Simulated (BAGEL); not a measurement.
# [SiF3]− (SMILES F[Si-](F)F): B3LYP/aug-cc-pVDZ (density fitting with qzvpp-jkfit)

Aim: the energy change on altering one bond length of [SiF3]− at B3LYP/aug-cc-pVDZ (density fitting with qzvpp-jkfit), from 2 runs. 

Program for the calculation: BAGEL 1.2.2.

1 further run of the same task is left out (set aside as unsound or not needed).

## Step 1: The molecule

[SiF3]−: 4 atoms, total charge -1, spin state singlet. As SMILES, `F[Si-](F)F`. The shape is that of a GFN2-xTB optimisation.

Bond lengths: Si1–F2 1.693 Å, Si1–F3 1.696 Å, Si1–F4 1.697 Å. Angles: F2–Si1–F3 93.7°, F2–Si1–F4 93.6°, F3–Si1–F4 93.7°.

## Step 2: A single-point energy at B3LYP/aug-cc-pVDZ (density fitting with qzvpp-jkfit)

input.json

```json
{ "bagel": [

{
  "title": "molecule",
  "basis": "aug-cc-pvdz.json",
  "df_basis": "qzvpp-jkfit",
  "angstrom": "true",
  "geometry": [
    { "atom": "Si", "xyz": [   -0.004470,    0.005770,    0.685050 ] },
    { "atom": "F", "xyz": [    1.428310,   -0.030960,   -0.216950 ] },
    { "atom": "F", "xyz": [   -0.687310,    1.250250,   -0.242810 ] },
    { "atom": "F", "xyz": [   -0.736530,   -1.225060,   -0.225300 ] }
  ]
},
{ "title": "ks", "xc_func": "b3lyp", "charge": -1 },
{ "title": "print", "file": "orbitals.molden", "orbitals": "true" }

]}
```

The basis set aug-cc-pVDZ is read from a file made from the Basis Set Exchange's data (not shown).

Launch:

```sh
BAGEL_NUM_THREADS=1 BAGEL input.json > input.out
```

Log:

```text
* using 1 threads per process

  ===============================================================
  ===============================================================

  *** Geometry ***

  { "atom" : "Si", "xyz" : [     -0.008447,      0.010904,      1.294557 ] },
  { "atom" : "F", "xyz" : [      2.699115,     -0.058506,     -0.409976 ] },
  { "atom" : "F", "xyz" : [     -1.298828,      2.362630,     -0.458844 ] },
  { "atom" : "F", "xyz" : [     -1.391840,     -2.315028,     -0.425755 ] },

  Number of auxiliary basis functions:      359

  Since a DF basis is specified, we compute 2- and 3-index integrals:
    o Being stored without compression. Storage requirement is 0.026 GB

  Number of basis functions:       96
  Number of electrons      :       41

    * METHOD: MOLECULE                             0.11

  *** Kohn-Sham DFT ***

    * Removing 5883 points whose weight is below 1.00e-10
    * Grid points: 53741

  === Nuclear Repulsion ===
   169.9611639501

       - DIIS with orbital gradients will be used.

  === KS iteration (b3lyp / aug-cc-pvdz.json) ===
      0       -566.09903437          0.09926617           0.17
      1       -528.85282925          0.23273779           0.17
      2       -572.99678039          0.09036036           0.17
      3       -583.83896564          0.09505997           0.17
      4       -588.46716286          0.03808830           0.17
      5       -588.94920425          0.02466798           0.17
      6       -589.29010963          0.00419486           0.17
      7       -589.30143474          0.00064037           0.17
      8       -589.30158223          0.00033198           0.17
      9       -589.30165572          0.00005502           0.17
     10       -589.30165770          0.00000545           0.16
     11       -589.30165773          0.00000106           0.17
     12       -589.30165773          0.00000030           0.17
     13       -589.30165773          0.00000024           0.17
     14       -589.30165773          0.00000004           0.17
     15       -589.30165773          0.00000003           0.17
     16       -589.30165773          0.00000000           0.16
    * SCF iteration converged.

    * Permanent dipole moment:
           (   -0.006367,    -0.001138,     0.128533) a.u.

    * METHOD: KS                                   3.02

    * METHOD: PRINT                                0.02

  ===============================================================
```

It took 3.3 s on 1 thread of Arm Neoverse V2, shared host; peak memory 0.27 GiB.

## Step 3: The distorted shape at the same level

job.json

```json
{ "bagel": [

{
  "title": "molecule",
  "basis": "aug-cc-pvdz.json",
  "df_basis": "qzvpp-jkfit",
  "angstrom": true,
  "geometry": [
    { "atom": "Si", "xyz": [   -0.720867,    0.024135,    1.136054 ] },
    { "atom": "F", "xyz": [    1.428310,   -0.030960,   -0.216950 ] },
    { "atom": "F", "xyz": [   -1.403707,    1.268615,    0.208194 ] },
    { "atom": "F", "xyz": [   -1.452927,   -1.206695,    0.225704 ] }
  ]
},
{ "title": "ks", "xc_func": "b3lyp", "charge": -1 },
{ "title": "print", "file": "orbitals.molden", "orbitals": true }

]}
```

The basis set aug-cc-pVDZ is read from a file made from the Basis Set Exchange's data (not shown).

Launch:

```sh
BAGEL_NUM_THREADS=1 BAGEL job.json > job.out
```

Log:

```text
* using 1 threads per process

  ===============================================================
  ===============================================================

  *** Geometry ***

  { "atom" : "Si", "xyz" : [     -1.362241,      0.045609,      2.146831 ] },
  { "atom" : "F", "xyz" : [      2.699115,     -0.058506,     -0.409976 ] },
  { "atom" : "F", "xyz" : [     -2.652622,      2.397335,      0.393430 ] },
  { "atom" : "F", "xyz" : [     -2.745634,     -2.280323,      0.426519 ] },

  Number of auxiliary basis functions:      359

  Since a DF basis is specified, we compute 2- and 3-index integrals:
    o Being stored without compression. Storage requirement is 0.026 GB

  Number of basis functions:       96
  Number of electrons      :       41

    * METHOD: MOLECULE                             0.11

  *** Kohn-Sham DFT ***

    * Removing 5142 points whose weight is below 1.00e-10
    * Grid points: 54482

  === Nuclear Repulsion ===
   149.4369268309

       - DIIS with orbital gradients will be used.

  === KS iteration (b3lyp / aug-cc-pvdz.json) ===
      0       -566.62142855          0.09618729           0.17
      1       -532.24282226          0.11390297           0.17
      2       -533.08638616          0.17640462           0.17
      3       -579.78482164          0.07610756           0.17
      4       -561.16284326          0.10001408           0.17
      5       -587.97839853          0.03612466           0.17
      6       -588.34656468          0.03108799           0.17
      7       -589.09526713          0.01498668           0.17
      8       -589.21727605          0.00635883           0.17
      9       -589.23938968          0.00292523           0.17
     10       -589.24511010          0.00077912           0.17
     11       -589.24555310          0.00007116           0.17
     12       -589.24555600          0.00003499           0.17
     13       -589.24555662          0.00001514           0.17
     14       -589.24555659          0.00001657           0.17
     15       -589.24555678          0.00000203           0.17
     16       -589.24555678          0.00000039           0.17
     17       -589.24555678          0.00000045           0.17
     18       -589.24555678          0.00000005           0.17
     19       -589.24555678          0.00000002           0.17
     20       -589.24555678          0.00000001           0.17
     21       -589.24555678          0.00000001           0.17
    * SCF iteration converged.

    * Permanent dipole moment:
           (    1.723543,    -0.045438,    -1.009800) a.u.

    * METHOD: KS                                   3.88

    * METHOD: PRINT                                0.02

  ===============================================================
```

Run time: 4.2 s. Hardware: 1 thread of Arm Neoverse V2, shared host; peak memory 0.27 GiB.

## Step 4: Summary of results

At B3LYP/aug-cc-pVDZ (density fitting with qzvpp-jkfit):

```
                                                              quantity          value
                                             first shape: total energy  -589.30166 Eh
                                              first shape: HOMO energy       -1.07 eV
                                              first shape: LUMO energy        3.85 eV
    first shape: HOMO–LUMO gap (to an unbound level, set by the basis)        4.93 eV
                                         distorted shape: total energy  -589.24556 Eh
                                          distorted shape: HOMO energy       -2.26 eV
                                          distorted shape: LUMO energy        2.96 eV
distorted shape: HOMO–LUMO gap (to an unbound level, set by the basis)        5.22 eV
    energy change with the Si1–F2 bond stretched from 1.693 to 2.540 Å       1.527 eV
```

What this shows: With the Si1–F2 bond stretched from 1.693 to 2.540 Å the energy rises by 1.53 eV (147 kJ/mol). The first shape isn't relaxed at this level, so the change isn't measured from a minimum.
